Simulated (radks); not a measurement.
# Mg⁴⁺ in 1s1 2s2 2p4 3d1: an all-electron calculation

An exercise on one series of results from a longer session: the logs are not shown, and one member is left open.

Program: radks (a radial shooting solver on a logarithmic mesh, Libxc functionals) version 1. Level of theory: scalar-relativistic Kohn-Sham, SOGGA, spin-polarised, spherical densities, finite nucleus; open shells are filled with parallel spins first. These are calculated values, not measurements, unless marked.

## Starting point

```
element            : magnesium (Z = 12)
charge             : +4
electrons          : 8
configuration      : 1s1 2s2 2p4 3d1
nuclear rms radius : 3.057 fm
```

The outer shells:

Mg⁴⁺
```
1s [↑ ]
2s [↑↓]
2p [↑↓][↑ ][↑ ]
3d [↑ ][  ][  ][  ][  ]
```

Set-up of the first run:

The run's settings:

```text
Z 12
configuration 1s1 2s2 2p4 3d1
relativity scalar-relativistic
functional sogga,pbe
spin polarised
nucleus finite rms 3.057 fm
c 137.035999084
```

Launch:

```console
> python run_ks.py task.json out
```

This one command runs every case of the session in turn.

Among the steps run: Self-consistent calculation.

One of the session's tables, all rows but one given; the rest of the session is left out.

It belongs to the step «Shells». Sizes of the orbitals, from the radial functions (bohr):

```
  level     <r>  outermost maximum (interpolated)  90 % within
  1s up  0.1268                            0.0835        0.226
1s down  0.1288                            0.0843        0.230
  2s up  0.6020                             0.495        0.938
2s down  0.6150                             0.505        0.959
  2p up       ?                                 ?            ?
2p down  0.5558                             0.416        0.918
  3d up   1.880                              1.59         2.90
```

Q: Estimate the row for 2p up from the others.

As computed: <r>: 0.5377; outermost maximum (interpolated): 0.403; 90 % within: 0.888. In the column «<r>» it lies between 1s down (0.1288) and 2p down (0.5558).
